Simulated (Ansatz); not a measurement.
# GaN2H5: up Jacob's ladder to CCSD(T)

An exercise on one series of results from a longer session: the logs are not shown, and one member is left open.

Method: functionals in def2-TZVPP, the program's frozen cores in correlated methods; program: Ansatz 0.2.0, Gaussian basis.

Levels to be run: LDA (SPW92), PBE-D4, revPBE-D4, BLYP-D4, r2SCAN-D4, B97M-V, PBE0-D4, B3LYP-D4, r2SCANh-D4, r2SCAN0-D4, HSE06-D4, BHLYP-D4, CAM-B3LYP-D4, LC-ωPBE, ωB97X-V, ωB97M-V, B2PLYP, PBE-QIDH; CCSD(T)/def2-SVP; CCSD(T)/def2-TZVPP; CCSD(T)/def2-QZVPP; extrapolation to the limit; RPA on PBE.

**The relaxed structure**

The geometry comes from an earlier relaxation with PBE0-D4 in a triple-zeta def2 set; it is a stationary point, not always the lowest conformer.

SMILES `[NH2][GaH][NH2]`, 8 atoms, charge 0, spin multiplicity 1.

Atoms are counted from 1 here; the program's logs count them from 0.

Bond lengths: N1–Ga2 1.816 Å, N1–H4 1.005 Å, N1–H5 1.005 Å, Ga2–N3 1.816 Å, Ga2–H6 1.553 Å, N3–H7 1.004 Å, N3–H8 1.005 Å. Angles: Ga2–N1–H4 124.7°, Ga2–N1–H5 123.2°, H4–N1–H5 111.9°, N1–Ga2–N3 117.1°, N1–Ga2–H6 121.4°, N3–Ga2–H6 121.4°, Ga2–N3–H7 123.2°, Ga2–N3–H8 124.7°, H7–N3–H8 112.0°.

The first run:

in.yaml reads:

```yaml
crystal:
  periodic: [false, false, false]
  atoms:
    - {symbol: N, position_ang: [-1.049649, 0.718438, -0.930375]}
    - {symbol: Ga, position_ang: [0.193172, 0.505738, 0.376407]}
    - {symbol: N, position_ang: [0.884644, -1.158503, 0.598436]}
    - {symbol: H, position_ang: [-1.406579, -0.023964, -1.505982]}
    - {symbol: H, position_ang: [-1.523115, 1.587518, -1.102280]}
    - {symbol: H, position_ang: [0.647470, 1.696838, 1.264136]}
    - {symbol: H, position_ang: [1.604277, -1.370520, 1.266378]}
    - {symbol: H, position_ang: [0.649790, -1.955546, 0.033280]}
basis:
  gaussian: {orbitals: def2-TZVPP}
hamiltonian: {xc: lda}
output: {orbitals: {seedname: orbitals}}
```

Command:

```console
$ ansatz run in.yaml --threads 2 --pin off --events-out ev --progress --plain --max-ram 22528MiB --backend cpu
```

Steps of the session up to this table: LDA; PBE-D4 (GGA); revPBE-D4 (GGA); BLYP-D4 (GGA); r2SCAN-D4 (meta-GGA); B97M-V (meta-GGA); PBE0-D4 (hybrid); B3LYP-D4 (hybrid); r2SCANh-D4 (hybrid); r2SCAN0-D4 (hybrid); HSE06-D4 (hybrid); BHLYP-D4 (hybrid); CAM-B3LYP-D4 (range-separated); LC-ωPBE (range-separated); ωB97X-V (range-separated); ωB97M-V (range-separated); B2PLYP (double hybrid); PBE-QIDH (double hybrid).

One of the session's tables, all rows but one given; the rest of the session is left out.

It belongs to the step «Frontier levels by functional». 

```
  functional  HOMO (eV)  LUMO (eV)  gap (eV)
 LDA (SPW92)      -5.51      -0.71      4.80
      PBE-D4      -5.33      -0.47      4.86
   revPBE-D4      -5.26      -0.36      4.90
     BLYP-D4      -5.21      -0.42      4.79
   r2SCAN-D4      -5.61      -0.15      5.46
      B97M-V      -5.67      -0.38      5.28
     PBE0-D4      -6.71       0.30      7.01
    B3LYP-D4      -6.47       0.03      6.50
  r2SCANh-D4      -6.13       0.11      6.24
  r2SCAN0-D4      -6.92       0.49      7.42
    HSE06-D4      -6.31      -0.07      6.24
    BHLYP-D4      -8.02       1.00      9.02
CAM-B3LYP-D4      -8.15       1.17      9.32
     LC-ωPBE      -9.58       2.32     11.90
     ωB97X-V      -9.18       2.19     11.36
     ωB97M-V          ?          ?         ?
```

Q: Estimate the row for ωB97M-V from the others.

The run gave: HOMO (eV): -9.08; LUMO (eV): 1.95; gap (eV): 11.03. In the column «HOMO (eV)» it lies between ωB97X-V (-9.18) and CAM-B3LYP-D4 (-8.15).
